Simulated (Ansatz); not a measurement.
Predict the output of the script below (the Ansatz DFT code, driven from Python).

`energy_cf3te.py`:
```python
"""Electronic structure of the CF3Te molecule."""

from pathlib import Path
import warnings

import ansatz

GEOMETRY = """
F    -0.21040   -0.05110    1.42570
C     0.03920   -0.13150    0.07040
F    -0.59800   -1.25920   -0.44980
F     1.48570   -0.22100   -0.08920
Te   -0.66660    1.58910   -0.99850
"""

warnings.simplefilter("ignore", ansatz.DeckWarning)

cf3te = ansatz.Crystal.molecule()
for line in GEOMETRY.strip().splitlines():
    symbol, *xyz = line.split()
    cf3te = cf3te.atom(symbol, [float(v) for v in xyz])

calc = (
    cf3te.calculation()
    .basis(gaussian="def2-SVPD")
    .functional(ansatz.LibraryFunctional("PBE-QIDH"))
    .spin("collinear", total=1)
    .orbitals()
)
outcome = calc.run(threads=1, runs_dir="runs")
r = outcome.report

print(f"E = {r['free_energy_ev']:.6f} eV = {r['free_energy_ev'] / 27.211386246:.7f} Ha")
print("converged:", r["converged"], " doubts:", r["published_state_doubts"] or "none")

lines = Path(r["orbitals_path"]).read_text().splitlines()
field_of = lambda key: [line.split("=")[1].strip() for line in lines if line.startswith(key)]
orbitals = [(27.211386 * float(e), s, float(n)) for e, s, n in zip(field_of("Ene="), field_of("Spin="), field_of("Occup="))]
homo = max(e for e, _, n in orbitals if n > 0.5)
lumo = min(e for e, _, n in orbitals if n < 0.5)
print(f"HOMO {homo:.3f} eV, LUMO {lumo:.3f} eV, gap {lumo - homo:.3f} eV")
```

```console
$ python energy_cf3te.py
E = -16453.313350 eV = -604.6481131 Ha
converged: True  doubts: none
HOMO -8.652 eV, LUMO -2.906 eV, gap 5.746 eV
```

Total energies depend on the basis set; only differences at equal settings carry meaning. The geometry is a force-field or estimated start, not a minimum of this method, and the basis set is short of its limit. def2 sets replace the cores of elements past krypton by effective core potentials. The run takes the species as open-shell (spin multiplicity 2), which needn't be its ground state. Levels such as HOMO and LUMO are orbital energies: with these approximate functionals they aren't the ionisation energy and electron affinity, and their gap isn't the fundamental gap. The whole script took 26 s on 1 thread of Arm Neoverse V2, with other jobs on the host, peak memory 0.5 GiB.
